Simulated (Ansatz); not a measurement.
# C₃H₄F₄O: relaxing the structure

What shape does C₃H₄F₄O take? The plan is to relax it.

Method: RKS PBE0-D4/def2-TZVP; program: Ansatz 0.2.0, Gaussian basis.

Plan: relaxation at PBE0-D4/def2-TZVP.

1 further run of the same task is left out (set aside as unsound or not needed).

## 1. Starting geometry

SMILES `FCCOC(F)(F)F`, 12 atoms, charge 0, spin multiplicity 1.

Atoms are counted from 1 here; the program's logs count them from 0.

Bond lengths: F1–C2 1.367 Å, C2–C3 1.525 Å, C2–H9 1.093 Å, C2–H10 1.094 Å, C3–O4 1.436 Å, C3–H11 1.096 Å, C3–H12 1.096 Å, O4–C5 1.320 Å, C5–F6 1.346 Å, C5–F7 1.324 Å, C5–F8 1.345 Å. Angles: F1–C2–C3 108.9°, F1–C2–H9 107.7°, F1–C2–H10 107.6°, C3–C2–H9 110.8°, C3–C2–H10 111.2°, H9–C2–H10 110.4°, C2–C3–O4 106.7°, C2–C3–H11 110.1°, C2–C3–H12 110.4°, O4–C3–H11 110.0°, O4–C3–H12 110.1°, H11–C3–H12 109.4°, C3–O4–C5 115.2°, O4–C5–F6 113.6°, O4–C5–F7 109.7°, O4–C5–F8 113.6°, F6–C5–F7 107.2°, F6–C5–F8 105.1° and more.

Geometry (Å):

```xyz
12
C3H4F4O
F    -2.24950   -0.82472   -1.50998
C    -1.33776    0.14171   -1.18927
C    -0.38634   -0.40875   -0.13209
O     0.58250    0.61870    0.12714
C     1.46761    0.33423    1.06459
F     2.19785   -0.76486    0.80098
F     2.31329    1.34344    1.20001
F     0.91907    0.10925    2.27234
H    -0.79565    0.40446   -2.10170
H    -1.89051    1.00645   -0.81133
H     0.11324   -1.30945   -0.50643
H    -0.93381   -0.65045    0.78575
```

The start is a GFN2-xTB geometry.

## 2. Optimising with PBE0-D4/def2-TZVP

The input, in.yaml:

```yaml
crystal:
  periodic: [false, false, false]
  atoms:
    - {symbol: F, position_ang: [-2.249500, -0.824720, -1.509980]}
    - {symbol: C, position_ang: [-1.337760, 0.141710, -1.189270]}
    - {symbol: C, position_ang: [-0.386340, -0.408750, -0.132090]}
    - {symbol: O, position_ang: [0.582500, 0.618700, 0.127140]}
    - {symbol: C, position_ang: [1.467610, 0.334230, 1.064590]}
    - {symbol: F, position_ang: [2.197850, -0.764860, 0.800980]}
    - {symbol: F, position_ang: [2.313290, 1.343440, 1.200010]}
    - {symbol: F, position_ang: [0.919070, 0.109250, 2.272340]}
    - {symbol: H, position_ang: [-0.795650, 0.404460, -2.101700]}
    - {symbol: H, position_ang: [-1.890510, 1.006450, -0.811330]}
    - {symbol: H, position_ang: [0.113240, -1.309450, -0.506430]}
    - {symbol: H, position_ang: [-0.933810, -0.650450, 0.785750]}
basis:
  gaussian: {orbitals: def2-TZVP}
hamiltonian: {xc: pbe0, dispersion: d4}
relax: {f_tol: 0.005, max_steps: 150}
```

On the command line:

```sh
$ ansatz run in.yaml --threads 2 --pin off --events-out ev --progress --plain --max-ram 22528MiB --backend cuda --devices 0, --max-vram 18GiB
```

Before running them: what should the planned runs give, taken together? Wanted: point group; shift from the start; total energy; dispersion term; dipole moment.

As calculated:

| quantity | value |
| --- | --- |
| point group | Cs |
| steps | 9 |
| shift from the start (rms) | 0.038 Å |
| total energy | -16081.8384 eV |
| dispersion term | -177 meV |
| dipole moment | 0.86 D |

What this shows: The relaxed geometry lies 0.04 Å (rms) from the start; the bond that changed most is O4–C5, from 1.320 to 1.337 Å. No vibrations were run, so it is not proven to be a minimum. The largest Mulliken charge, +0.51 e, sits on C5.
